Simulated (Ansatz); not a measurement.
# F2H6OSi: the cost of one run

The runs use Ansatz 0.2.0, Gaussian basis; PBE0-D4/def2-SVP.

28 further runs of the same task are left out: 28 set aside as unsound or not needed. Runs told in other sessions of the task aren't counted.

## 1. The starting structure

The first end: 10 atoms, charge 0, spin multiplicity 1.

Atoms are counted from 1 here; the program's logs count them from 0.

Bond lengths: Si1–H2 1.509 Å, Si1–H3 1.481 Å, Si1–H4 1.473 Å, Si1–O5 1.644 Å, O5–H10 0.958 Å, H6–F7 0.933 Å, H8–F9 0.938 Å. Angles: H2–Si1–H3 107.4°, H2–Si1–H4 108.6°, H2–Si1–O5 108.3°, H3–Si1–H4 114.0°, H3–Si1–O5 111.8°, H4–Si1–O5 106.6°, Si1–O5–H10 118.5°.

Coordinates:

```xyz
10
charge 0, multiplicity 1
Si    0.63320    0.74678   -0.29266
H    -0.84690    0.47692   -0.17953
H     1.25388   -0.44578   -0.91462
H     1.15709    1.06436    1.04654
O     0.84278    2.09323   -1.21161
H    -0.46398   -1.91212    1.35721
F     0.42573   -1.70323    1.54543
H    -1.71276   -0.76838    0.21487
F    -1.99621   -1.57925    0.59169
H     0.70717    2.02745   -2.15733
```

The second end:

```mol
F2H6OSi
  3D, bonds by distance, orders not assigned

 10  7  0  0  0  0  0  0  0  0999 V2000
    1.4997    0.2324    0.1941 Si  0  0
   -2.3673    0.7288   -1.5577 H   0  0
    1.8382   -0.5778   -0.9957 H   0  0
    2.6151    1.0478    0.7038 H   0  0
    0.2364    1.2193   -0.0361 O   0  0
   -0.5748   -1.3895    1.1433 H   0  0
    1.1356   -0.8532    1.3423 F   0  0
   -2.4101    0.1277   -1.1137 H   0  0
   -1.3784   -1.3882    0.6740 F   0  0
   -0.5943    0.8527   -0.3543 H   0  0
  1  3  8  0
  1  4  8  0
  1  5  8  0
  1  7  8  0
  2  8  8  0
  5 10  8  0
  6  9  8  0
M  END
```

## 2. The band at PBE0-D4/def2-SVP

Contents of neb/in.yaml:

```yaml
crystal:
  periodic: [false, false, false]
  atoms:
    - {symbol: Si, position_ang: [0.633201, 0.746784, -0.292661]}
    - {symbol: H, position_ang: [-0.846901, 0.476918, -0.179528]}
    - {symbol: H, position_ang: [1.253883, -0.445776, -0.914624]}
    - {symbol: H, position_ang: [1.157090, 1.064363, 1.046543]}
    - {symbol: O, position_ang: [0.842783, 2.093234, -1.211605]}
    - {symbol: H, position_ang: [-0.463984, -1.912116, 1.357211]}
    - {symbol: F, position_ang: [0.425730, -1.703226, 1.545434]}
    - {symbol: H, position_ang: [-1.712764, -0.768384, 0.214870]}
    - {symbol: F, position_ang: [-1.996205, -1.579247, 0.591692]}
    - {symbol: H, position_ang: [0.707170, 2.027448, -2.157334]}
basis:
  gaussian: {orbitals: def2-SVP}
hamiltonian: {xc: pbe0, dispersion: d4}
neb:
  images: 5
  climbing: true
  max_iterations: 40
  initial_path: idpp
  final_atoms:
    - {symbol: Si, position_ang: [1.499659, 0.232372, 0.194113]}
    - {symbol: H, position_ang: [-2.367309, 0.728802, -1.557703]}
    - {symbol: H, position_ang: [1.838181, -0.577830, -0.995728]}
    - {symbol: H, position_ang: [2.615071, 1.047847, 0.703837]}
    - {symbol: O, position_ang: [0.236447, 1.219271, -0.036114]}
    - {symbol: H, position_ang: [-0.574788, -1.389469, 1.143299]}
    - {symbol: F, position_ang: [1.135604, -0.853247, 1.342328]}
    - {symbol: H, position_ang: [-2.410091, 0.127692, -1.113688]}
    - {symbol: F, position_ang: [-1.378442, -1.388185, 0.673986]}
    - {symbol: H, position_ang: [-0.594330, 0.852745, -0.354332]}
```

Started as:

```sh
$ ansatz run in.yaml --threads 4 --pin off --events-out ev --progress --plain --max-ram 9574MiB
```

**Question.** How long does this run take on 4 threads of Arm Neoverse V2, shared host?

About 2 min.
